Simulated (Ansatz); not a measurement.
# GeH+ (singlet): the correlation ladder at distance Ge1–H2 = 1.434 Å, cc-pVQZ

An exercise on one series of results from a longer session: the logs are not shown, and one member is left open.

Computed with Ansatz 0.2.0, Gaussian basis. Level: cc-pVQZ, core rule «outside noble gas», up to 14 orbitals frozen.

The runs, in order: UHF; CCSD(T) on RHF; BCCD(T) on RHF; CCSDT(Q) on RHF; CASSCF and NEVPT2, 4 electrons in 5 orbitals; Full CI.

21 further runs of the same task are left out: 15 that didn't finish, 6 set aside as unsound or not needed.

**What is computed**

The geometry derives from a PBE0/def2-TZVP stationary point (not a proven minimum). One bond is set to the value named and the two fragments are kept rigid. No spin-orbit coupling is included. The filled d shell of Ge may be among the frozen orbitals whatever the setting's name suggests; the logs give the count.

2 atoms, charge 1, spin multiplicity 1.

Atoms are counted from 1 here; the program's logs count them from 0.

Bond lengths: Ge1–H2 1.434 Å.

The first run:

Input file in.yaml:

```yaml
crystal:
  periodic: [false, false, false]
  atoms:
    - {symbol: Ge, position_ang: [0.000000, 0.000000, 0.000000]}
    - {symbol: H, position_ang: [0.000000, 0.000000, 1.434000]}
basis:
  gaussian: {orbitals: cc-pVQZ}
total_charge: 1
magnetization: {spin_polarized: true, initial_magnetization: 0}
hamiltonian: {xc: hf}
output: {orbitals: {seedname: orbitals}}
```

Run with:

```sh
$ ansatz run in.yaml --threads 1 --pin off --events-out ev --progress --plain --max-ram 2393MiB
```

Among the steps run: UHF; CCSD(T) on RHF; BCCD(T) on RHF; CCSDT(Q) on RHF; CASSCF and NEVPT2, 4 electrons in 5 orbitals; Full CI.

One of the session's tables, all rows but one given; the rest of the session is left out.

| method | from FCI (kJ/mol) |
| --- | --- |
| RHF | +231.4 |
| RMP2 | ? |
| RCCSD | +4.3 |
| RCCSD(T) | +0.8 |
| BCCD(T) | +0.8 |
| RCCSDT | +0.1 |
| RCCSDT(Q) | 0.0 |
| CASSCF valence | +111.1 |
| NEVPT2 valence | +31.9 |
| FCI | 0 |

**Question.** Estimate the row for RMP2.

As computed: from FCI (kJ/mol): +51.3. In the column «from FCI (kJ/mol)» it lies between NEVPT2 valence (+31.9) and CASSCF valence (+111.1).
